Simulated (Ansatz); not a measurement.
Write the native input for Ansatz 0.2.0 that does the following.

- Task: relaxation of cell and atoms
- Functional: RPBE
- Dispersion: D3(BJ)
- Potentials or basis: Ansatz PAW
- Cutoff: 420 eV (not typed: the program's choice for these potentials)
- k mesh: 5 × 5 × 6
- Occupations: fermi-dirac, width 0.05 eV
- Spin: no spin polarisation

Crystal: ZnHgO2.

```xyz
4
Lattice="4.0092 0.0000 0.0000 0.0000 4.0092 0.0000 0.0000 0.0000 3.3046" Properties=species:S:1:pos:R:3 pbc="T T T"
Zn    0.0000    0.0000    0.0000
Hg    2.0046    2.0046    1.6523
O     2.0046    0.0000    0.0000
O     0.0000    2.0046    0.0000
```

The cell was built by a generator and needn't be a form met in nature.

These files were run (other wordings do the same):

input.yaml

```yaml
crystal:
  lattice:
    - [4.00922, 0.0, 0.0]
    - [0.0, 4.00922, 0.0]
    - [0.0, 0.0, 3.30459]
  atoms:
    - { symbol: Zn, position: [0.0, 0.0, 0.0] }
    - { symbol: Hg, position: [0.5, 0.5, 0.5] }
    - { symbol: O, position: [0.5, 0.0, 0.0] }
    - { symbol: O, position: [0.0, 0.5, 0.0] }
hamiltonian:
  xc: rpbe
  pseudopotentials: { kind: paw }
  dispersion: d3bj
kpoints:
  mp_grid: { grid: [5, 5, 6] }
scf:
  occupations: { method: fermi_dirac, width: 0.05 }
output:
  forces: true
  stress: true
  eigenvalues: true
relax:
  f_tol: 0.01
  max_steps: 40
  cell: { stress_tol: 0.05 }
```

Potentials or basis: Ansatz PAW.

Run with:

```console
$ ansatz run input.yaml --threads 2 --pin off --max-ram 5632MiB --backend cpu --events-out ev --progress --plain --runs-dir out
```

It gave:

- Relaxed volume: 11.68 Å³/atom
- Relaxed cell: a = 3.933 Å, b = 3.933 Å, c = 3.021 Å, α = 90.00°, β = 90.00°, γ = 90.00°
- Space group after relaxing (to 0.05 Å): P4/mmm (No. 123)
- Energy gained by relaxing: 80.1 meV/atom
- Ionic steps: 8
- Pressure after relaxing: 0.0 GPa
- Band gap on the k mesh: none (metal or under the smearing width)

Caveat: the plane-wave basis is chosen anew once the cell has moved, so the energies of steps on either side of that aren't comparable; the pressure holds a Pulay correction of +0.6 GPa for the finite cutoff; pairwise dispersion overbinds metals, which lowers pressure and volume; the PAW data sets come from PBE, with cores solved anew for the run's functional, which leaves a small shift of forces and pressure.

Wall time 18 s on 2 threads of Arm Neoverse N1, on a shared host, peak memory 0.35 GiB.
